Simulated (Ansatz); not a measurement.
# Rh: the cost of one run

Computed with Ansatz 0.2.0 (DFT LDA, scalar-relativistic, plane waves, PAW, unless a step's input says otherwise).

3 further runs of the same task are left out: 1 that didn't finish, 2 set aside as unsound or not needed.

### Step 1. Starting point

Symmetry: P6_3/mmc, No. 194, hexagonal system. The conventional cell has a = 2.660 Å, b = 2.660 Å, c = 8.671 Å, α = 90.00°, β = 90.00°, γ = 120.00°. Rh (site symmetry -3m) has 12 Rh at 2.66 Å as nearest neighbours. Rh (site symmetry -6m2) is surrounded by 12 Rh at 2.66 Å.

As a file:

```cif
data_structure
_symmetry_space_group_name_H-M 'P 1'
_symmetry_Int_Tables_number 1
_cell_length_a 2.6603
_cell_length_b 2.6603
_cell_length_c 8.6712
_cell_angle_alpha 90.000
_cell_angle_beta 90.000
_cell_angle_gamma 120.000
_cell_volume 53.15
loop_
_atom_site_label
_atom_site_type_symbol
_atom_site_fract_x
_atom_site_fract_y
_atom_site_fract_z
_atom_site_occupancy
Rh1 Rh 0.00000 0.00000 0.00000 1
Rh2 Rh 0.33333 0.66667 0.25000 1
Rh3 Rh 0.00000 0.00000 0.50000 1
Rh4 Rh 0.66667 0.33333 0.75000 1
```

It goes back to an entry of the Materials Project, which need not be the stable form.

It is the result of an earlier relaxation at this level (volume 13.29 Å³/atom; gap on the mesh: none (metal)).

### Step 2. Relaxing at 7 GPa

At a set pressure the run lowers the enthalpy E + PV, so the energy alone may rise along the way.

Input file input.yaml:

```yaml
crystal:
  lattice:
    - [2.6603394118, 0.0, 0.0]
    - [-1.3301697059, 2.3039215133, 0.0]
    - [0.0, 0.0, 8.671206624]
  atoms:
    - { symbol: Rh, position: [0.0, 0.0, 0.0] }
    - { symbol: Rh, position: [0.3333333333, 0.6666666667, 0.25] }
    - { symbol: Rh, position: [0.0, 0.0, 0.5] }
    - { symbol: Rh, position: [0.6666666667, 0.3333333333, 0.75] }
basis:
  ecutwfc: 420
kpoints:
  mp_grid: { grid: [18, 18, 6] }
hamiltonian:
  xc: lda
scf:
  occupations: { method: fermi_dirac, width: 0.15 }
output:
  forces: true
  stress: true
  eigenvalues: true
relax:
  adjacent_minimum: "off"
  f_tol: 0.001
  max_steps: 60
  cell: { stress_tol: 0.02, p_target: 7.0 }
```

On the command line:

```bash
> ansatz run input.yaml --threads 1 --pin off --max-ram 3072MiB --backend cpu --events-out ev --progress --plain --runs-dir out
```

**Question.** How long does this run take on 1 thread of Intel Xeon Platinum 8259CL at 2.50GHz (Skylake/Cascade Lake), shared host, and how much memory does it need?

About 1.8 min, with a peak of 0.55 GiB.
